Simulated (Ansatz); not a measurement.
Crystal: CoNiO2.

```
Ni Co O
1.0
     3.01433    0.00000    0.00000
     0.00000    3.01433    0.00000
     0.00000    0.00000    4.22229
Ni Co O
1 1 2
Direct
  0.00000 0.00000 0.00000
  0.50000 0.50000 0.50000
  0.00000 0.00000 0.50000
  0.50000 0.50000 0.00000
```

The cell comes from a database or a generator and needn't be the stable form of this composition.

| Item | Value |
| --- | --- |
| Program | Ansatz 0.2.0 |
| Task | single point |
| Functional | PBE |
| Potentials or basis | Ansatz PAW |
| Cutoff | 420 eV (not typed: the program's choice for these potentials) |
| k mesh | 9 × 9 × 6 |
| Occupations | fermi-dirac, width 0.05 eV |
| Spin | collinear spin, ferromagnetic start |
| Starting moments | [1.0, 2.0, 0.0, 0.0] μB |

On this cell: pressure -0.8 GPa; largest force under 0.003 eV/Å; net moment 4.71 μB per cell; site moments Ni +1.49; Co +2.43; O +0.30 μB; band gap on the k mesh none (metal or under the smearing width).

The same run follows on a disturbed copy (atoms moved at random, drawn with an rms of 0.05 Å):

```
Ni Co O
1.0
     3.01433    0.00000    0.00000
     0.00000    3.01433    0.00000
     0.00000    0.00000    4.22229
Ni Co O
1 1 2
Direct
  0.99897 0.00637 0.99711
  0.48517 0.49929 0.50164
  0.99552 0.01477 0.48533
  0.51099 0.48541 0.99892
```

Q: What changes?

A: The energy (extrapolated to zero smearing) moves by +4.1 meV/atom; pressure -0.6 GPa; largest force 0.229 eV/Å; net moment 4.71 μB per cell; site moments Ni +1.47; Co +2.42; O +0.30 μB; band gap on the k mesh none (metal or under the smearing width).

Forces in eV/Å, atoms in the order of the input:
```
Ni  -0.016 -0.122 -0.019
Co   0.106  0.131  0.028
O   -0.012 -0.179  0.123
O   -0.078  0.170 -0.132
```

Stress tensor (GPa, compression positive):
```
-1.47 -0.26  0.10
-0.26 -0.99  0.05
 0.10  0.05  0.71
```

Caveats: semilocal functionals often make such compounds metallic where correlation or magnetic order opens a gap, which also shifts bond lengths.
